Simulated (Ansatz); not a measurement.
# H5NSi: the cost of one run

Computed with Ansatz 0.2.0, Gaussian basis. Level: PBE0-D4/def2-TZVP structures, single points in def2-TZVPP, no counterpoise correction.

Levels: SPW92, PBE-D4, BLYP-D4, r2SCAN-D4, B97M-V, PBE0-D4, B3LYP-D4, r2SCAN0-D4, BHLYP-D4, CAM-B3LYP-D4, wB97X-V, wB97M-V, B2PLYP, PBE-QIDH, RPA on PBE, Hartree-Fock, MP2, CCSD, CCSD(T).

Cores are frozen in the correlated methods. B3LYP uses VWN-RPA correlation. B2PLYP carries no dispersion term here.

94 further runs of the same task are left out: 94 set aside as unsound or not needed.

### 1 Where the work starts

The complex: 14 atoms, charge 0, spin multiplicity 1.

Atoms are counted from 1 here; the program's logs count them from 0.

Bond lengths: Si1–H2 1.484 Å, Si1–H3 1.484 Å, Si1–H4 1.493 Å, Si1–N5 1.739 Å, N5–H9 1.008 Å, N5–H10 1.008 Å, H6–N7 1.012 Å, N7–C8 1.453 Å, N7–H11 1.012 Å, C8–H12 1.092 Å, C8–H13 1.092 Å, C8–H14 1.098 Å. Angles: H2–Si1–H3 115.1°, H2–Si1–H4 110.7°, H2–Si1–N5 103.8°, H3–Si1–H4 110.7°, H3–Si1–N5 103.8°, H4–Si1–N5 112.4°, Si1–N5–H9 119.0°, Si1–N5–H10 119.0°, H9–N5–H10 109.9°, H6–N7–C8 111.3°, H6–N7–H11 107.3°, C8–N7–H11 111.3°, N7–C8–H12 109.1°, N7–C8–H13 109.1°, N7–C8–H14 114.8°, H12–C8–H13 107.1°, H12–C8–H14 108.2°, H13–C8–H14 108.2°.

As a file:

```mol
CH10N2Si
  3D, bonds by distance, orders not assigned

 14 12  0  0  0  0  0  0  0  0999 V2000
   -0.7234    0.3785    0.9863 Si  0  0
    0.6738    0.0308    1.3477 H   0  0
   -0.8704    1.1914   -0.2470 H   0  0
   -1.5709   -0.8486    0.9143 H   0  0
   -1.2256    1.4557    2.2563 N   0  0
    0.5702   -1.9955   -0.6945 H   0  0
    0.2854   -1.0968   -1.0626 N   0  0
    1.4024   -0.4003   -1.6768 C   0  0
   -2.1021    1.9454    2.1642 H   0  0
   -1.0860    1.1793    3.2159 H   0  0
   -0.4545   -1.2671   -1.7317 H   0  0
    2.1659   -0.2111   -0.9194 H   0  0
    1.0617    0.5716   -2.0398 H   0  0
    1.8733   -0.9331   -2.5129 H   0  0
  1  2  8  0
  1  3  8  0
  1  4  8  0
  1  5  8  0
  5  9  8  0
  5 10  8  0
  6  7  8  0
  7  8  8  0
  7 11  8  0
  8 12  8  0
  8 13  8  0
  8 14  8  0
M  END
```

Its parts: SiNH₅ holds atoms 1, 2, 3, 4, 5, 9, 10; CH₅N holds atoms 6, 7, 8, 11, 12, 13, 14. Each part counts its atoms afresh in its own runs.

### 2 Relaxing SiNH₅ alone

File relax-a/in.yaml:

```yaml
crystal:
  periodic: [false, false, false]
  atoms:
    - {symbol: Si, position_ang: [-0.723369, 0.378501, 0.986297]}
    - {symbol: H, position_ang: [0.673839, 0.030827, 1.347681]}
    - {symbol: H, position_ang: [-0.870359, 1.191432, -0.246998]}
    - {symbol: H, position_ang: [-1.570851, -0.848628, 0.914314]}
    - {symbol: N, position_ang: [-1.225597, 1.455651, 2.256336]}
    - {symbol: H, position_ang: [-2.102130, 1.945361, 2.164247]}
    - {symbol: H, position_ang: [-1.085972, 1.179317, 3.215893]}
basis:
  gaussian: {orbitals: def2-TZVP}
hamiltonian: {xc: pbe0, dispersion: d4}
relax: {f_tol: 0.005, max_steps: 200}
```

Command:

```
$ ansatz run in.yaml --threads 8 --pin off --events-out ev --progress --plain --max-ram 19148MiB
```

**Question.** How long does this run take on 8 threads of Arm Neoverse V1, shared host?

About 2.5 s.
